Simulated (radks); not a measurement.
**Exchange and kinetic functionals tested on atomic densities: Au, Cs, Ce⁴⁺, Ag⁺, Mo¹⁹⁺, Ar**

Aim: take each self-consistent density and evaluate many functionals on it, against the exact exchange and kinetic energies of the same orbitals. Every spin shell is full or empty, so the densities are truly spherical.

Method: non-relativistic Kohn-Sham, r2SCAN, spin-polarised, spherical densities, point nucleus; open shells are filled with parallel spins first. Code: radks (a radial shooting solver on a logarithmic mesh, Libxc functionals) version 1.

### 1 The system

- species: Au ([Xe] 4f14 5d10 6s1), Cs ([Xe] 6s1), Ce⁴⁺ ([Xe]), Ag⁺ ([Kr] 4d10), Mo¹⁹⁺ ([Ar] 3d5), Ar ([Ar])

### 2 Au, [Xe] 4f14 5d10 6s1

The run's settings:

```text
Z 79
configuration [Xe] 4f14 5d10 6s1
relativity non-relativistic
functional r2scan,r2scan
spin polarised
nucleus point
```

### 3 Cs, [Xe] 6s1

The run's settings:

```text
Z 55
configuration [Xe] 6s1
relativity non-relativistic
functional r2scan,r2scan
spin polarised
nucleus point
```

### 4 Ce⁴⁺, [Xe]

The run's settings:

```text
Z 58
configuration [Xe]
relativity non-relativistic
functional r2scan,r2scan
spin polarised
nucleus point
```

### 5 Ag⁺, [Kr] 4d10

The run's settings:

```text
Z 47
configuration [Kr] 4d10
relativity non-relativistic
functional r2scan,r2scan
spin polarised
nucleus point
```

### 6 Mo¹⁹⁺, [Ar] 3d5

The run's settings:

```text
Z 42
configuration [Ar] 3d5
relativity non-relativistic
functional r2scan,r2scan
spin polarised
nucleus point
```

### 7 Ar, [Ar]

The run's settings:

```text
Z 18
configuration [Ar]
relativity non-relativistic
functional r2scan,r2scan
spin polarised
nucleus point
```

Q: Predict the outcome of this session. Wanted: for each run, error in magnitude; Au; Cs; Ce⁴⁺; Ag⁺; Mo¹⁹⁺; Ar.

The runs gave:

| error in magnitude (%) | Au | Cs | Ce⁴⁺ | Ag⁺ | Mo¹⁹⁺ | Ar |
| --- | --- | --- | --- | --- | --- | --- |
| exchange, LDA | -3.80 | -4.70 | -4.61 | -4.98 | -6.11 | -7.64 |
| exchange, B88 | +0.09 | -0.00 | +0.01 | +0.02 | -0.09 | -0.06 |
| exchange, PBEsol | -1.78 | -2.22 | -2.17 | -2.32 | -2.83 | -3.41 |
| exchange, OPTX | +1.91 | +1.29 | +1.36 | +1.18 | +0.76 | +0.06 |
| exchange, WC | -0.60 | -0.85 | -0.82 | -0.89 | -1.25 | -1.55 |
| exchange, SOGGA | -1.79 | -2.23 | -2.18 | -2.33 | -2.86 | -3.44 |
| exchange, G96 | +0.49 | +0.33 | +0.36 | +0.34 | +0.20 | +0.05 |
| exchange, r2SCAN | -0.15 | -0.14 | -0.14 | -0.08 | -0.13 | +0.03 |
| exchange, MS2 | -0.64 | -0.63 | -0.62 | -0.56 | -0.49 | +0.02 |
| kinetic, Thomas-Fermi | -4.64 | -5.16 | -5.12 | -5.38 | -5.94 | -7.02 |
| kinetic, von Weizsacker | -64.43 | -59.70 | -60.35 | -57.57 | -53.13 | -41.53 |
| kinetic, TF + vW/9 | -0.69 | -0.68 | -0.71 | -0.66 | -0.74 | -0.52 |
| kinetic, LC94 | +0.02 | +0.06 | +0.02 | +0.09 | -0.00 | +0.19 |
| kinetic, APBEK | +0.04 | +0.10 | +0.07 | +0.14 | +0.06 | +0.31 |
| kinetic, revAPBEK | +0.18 | +0.27 | +0.23 | +0.33 | +0.29 | +0.65 |
| kinetic, Pearson | -0.84 | -0.90 | -0.92 | -0.92 | -1.17 | -1.40 |
| kinetic, PG1 | +12.47 | +14.51 | +14.19 | +15.48 | +17.66 | +23.54 |
| kinetic, Ernzerhof | -0.48 | -0.42 | -0.46 | -0.37 | -0.32 | +0.04 |

In words: Negative means that the magnitude is too small. For exchange the mean absolute error is least for B88 (0.05 %) and largest for LDA (5.31 %). Among the orbital-free kinetic functionals LC94 (0.06 %) does best and von Weizsacker (56.12 %) worst. The functionals are evaluated on one density each, not self-consistently.
